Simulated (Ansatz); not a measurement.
**WF₄ (singlet): relaxing a cheap start**

Aim: relax a generated start of WF₄ (singlet) and see which bonds hold.

Program: Ansatz 0.2.0, Gaussian basis. Level of theory: RKS PBE0/def2-TZVP. These are calculated values, not measurements.

## 1. Where the work starts

5 atoms, charge 0, spin multiplicity 1.

Atoms are counted from 1 here; the program's logs count them from 0.

Bond lengths: W1–F2 1.795 Å, W1–F3 1.795 Å, W1–F4 1.795 Å, W1–F5 1.795 Å. Angles: F2–W1–F3 90.0°, F2–W1–F4 90.0°, F2–W1–F5 180.0°, F3–W1–F4 180.0°, F3–W1–F5 90.0°, F4–W1–F5 90.0°.

Coordinates:

```
W     0.00000    0.00000    0.00000
F    -0.00788    1.27099    1.26768
F    -0.01205   -1.26771    1.27094
F     0.01205    1.26771   -1.27094
F     0.00788   -1.27099   -1.26768
```

The start was built by rule and, where that kept it together, relaxed with GFN2-xTB. Sticks and bond lists go by distance. No spin-orbit coupling is included. Elements past krypton take def2 core potentials.

## 2. Relaxation

Input file in.yaml:

```yaml
crystal:
  periodic: [false, false, false]
  atoms:
    - {symbol: W, position_ang: [0.000000, 0.000000, 0.000000]}
    - {symbol: F, position_ang: [-0.007885, 1.270992, 1.267685]}
    - {symbol: F, position_ang: [-0.012048, -1.267706, 1.270939]}
    - {symbol: F, position_ang: [0.012048, 1.267706, -1.270939]}
    - {symbol: F, position_ang: [0.007885, -1.270992, -1.267685]}
basis:
  gaussian: {orbitals: def2-TZVP}
hamiltonian: {xc: pbe0}
relax: {f_tol: 0.004, max_steps: 80}
```

Started as:

```bash
$ ansatz run in.yaml --threads 1 --pin off --events-out ev --progress --plain --max-ram 2176MiB
```

Q: Predict the outcome of this session. Wanted: energy gained; shift from the start; total energy; dipole moment.

As calculated:

| quantity | value |
| --- | --- |
| steps | 3 |
| energy gained | 0.086 eV |
| shift from the start (rms) | 0.028 Å |
| total energy | -12691.9561 eV |
| dipole moment | 0.00 D |

**Reading.** The bonds of the start are those of the end. W1–F2 went from 1.795 to 1.827 Å. No vibrations were run, so this is a stationary point, not a proven minimum, and this spin need not be the ground state's.
